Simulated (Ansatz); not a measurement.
# CoPdO2: the cost of one run

All numbers are computed with Ansatz 0.2.0, driven from Python. Level of theory: DFT r2SCAN, plane waves, PAW.

**1. The system**

The structure is trigonal, space group R-3m (No. 166). The conventional cell has a = 2.863 Å, b = 2.863 Å, c = 17.873 Å, α = 90.00°, β = 90.00°, γ = 120.00°. Around Co (site symmetry -3m) lie 6 O at 1.92 Å. Pd (site symmetry -3m) is surrounded by 2 O at 2.01 Å. Around O (site symmetry 3m) lie 3 Co at 1.92 Å and 1 Pd at 2.01 Å.

The script reads copdo2.extxyz:

```xyz
4
Lattice="1.43168991 0.82658655 5.95777158 -1.43168991 0.82658655 5.95777158 0.0 -1.65317311 5.95777158" Properties=species:S:1:pos:R:3:initial_magmoms:R:1 pbc="T T T"
Co    0.00000000    0.00000000    8.93665736  3.20
Pd    0.00000000    0.00000000    0.00000000  0.00
O    -0.00000000   -0.00000000   15.86299578  0.00
O     0.00000000   -0.00000000    2.01031895  0.00
```

**2. The script**

Contents of run_vcrelax.py:

```python
"""Relax cell and ions of CoPdO2."""

import warnings

import ansatz as az
from ase import Atoms
from ase.neighborlist import neighbor_list
import numpy as np
from pymatgen.core import Structure

SMEARING_WIDTH = 0.1
FORCE_TOL = 0.005

def edges_and_angles(cell):
    cell = np.asarray(cell)
    a, b, c = np.linalg.norm(cell, axis=1)
    cosines = cell[1] @ cell[2] / (b * c), cell[0] @ cell[2] / (a * c), cell[0] @ cell[1] / (a * b)
    return (a, b, c, *np.degrees(np.arccos(cosines)))


def main() -> None:
    warnings.simplefilter("ignore", az.DeckWarning)

    structure = az.Crystal.from_extxyz("copdo2.extxyz")

    # every cell quantity that the symmetry leaves free
    job = (
        structure.calculation()
        .kpoints(10, center="gamma")
        .spin("collinear")
        .functional(az.Functional.R2SCAN)
        .occupations(az.OccupationsMethod.GAUSSIAN, width=SMEARING_WIDTH)
        .pseudopotentials("paw")
        .relax(force_tolerance=FORCE_TOL, max_steps=100, cell=True)
    )
    steps = []


    def collect(event):
        if event["event"] == "relax_step":
            steps.append(event["data"])


    outcome = job.session().plan().execute(on_event=collect)
    r = outcome.report
    print("step   energy (eV)     max comp. (eV/A)   P (GPa)  SCF")
    for s in steps:
        print(f"{s['step']:4d} {s['lagrangian_ev']:15.5f} {s['allowed_force_max_ev_ang']:12.4f} {s['pressure_gpa']:10.3f} {s['n_scf']:5d}")

    first, last = steps[0], steps[-1]
    symbols = [site.symbol for site in outcome.lattice.sites]
    print(f"energy gained {first['lagrangian_ev'] - last['lagrangian_ev']:.4f} eV in {len(steps) - 1} steps")
    for label, vectors in (("before", first["cell_ang"]), ("after", outcome.lattice.cell_ang)):
        print(label, "a b c (A) {:.4f} {:.4f} {:.4f}  angles {:.2f} {:.2f} {:.2f}".format(*edges_and_angles(vectors)), f" V = {abs(np.linalg.det(vectors)):.3f} A^3")
    print("final stress xx yy zz (GPa, compression positive):", np.round(np.diag(r["stress_gpa"]), 3) + 0.0)

    final = Atoms(symbols, positions=last["positions_ang"], cell=outcome.lattice.cell_ang, pbc=True)
    i, j, d = neighbor_list("ijd", final, 4.5)
    print("neighbours within 1.2 times the shortest distance of each atom (A)")
    for atom in range(len(final)):
        near = [m for m in np.argsort(d) if i[m] == atom]
        shell = [m for m in near if d[m] < 1.2 * d[near[0]]]
        print(f"{symbols[atom]}{atom} ({len(shell)}):", ", ".join(f"{symbols[j[m]]} {d[m]:.3f}" for m in shell))

    change = np.array(last["positions_ang"]) @ np.linalg.inv(last["cell_ang"]) - np.array(first["positions_ang"]) @ np.linalg.inv(first["cell_ang"])
    moved = np.linalg.norm(change @ np.array(last["cell_ang"]), axis=1)
    print("displacement within the cell, strain taken out (A):", " ".join(f"{s}:{d:.3f}" for s, d in zip(symbols, moved)))

    print(f"free energy      {r['free_energy_ev']:.5f} eV")
    print(f"per atom         {r['free_energy_ev'] / len(outcome.lattice.sites):.5f} eV")
    print(f"SCF iterations   {r['n_iterations']}  (converged: {r['converged']})")

    final = Structure(outcome.lattice.cell_ang, [s.symbol for s in outcome.lattice.sites], [s.position_frac for s in outcome.lattice.sites])
    print(final)


if __name__ == "__main__":
    main()
```

**3. Running it**

On the command line:

```sh
> python run_vcrelax.py
```

**Question.** How long does this script take on 1 thread of Arm Neoverse V1, shared host, and how much memory does it need?

About 7.5 min, with a peak of 0.8 GiB.
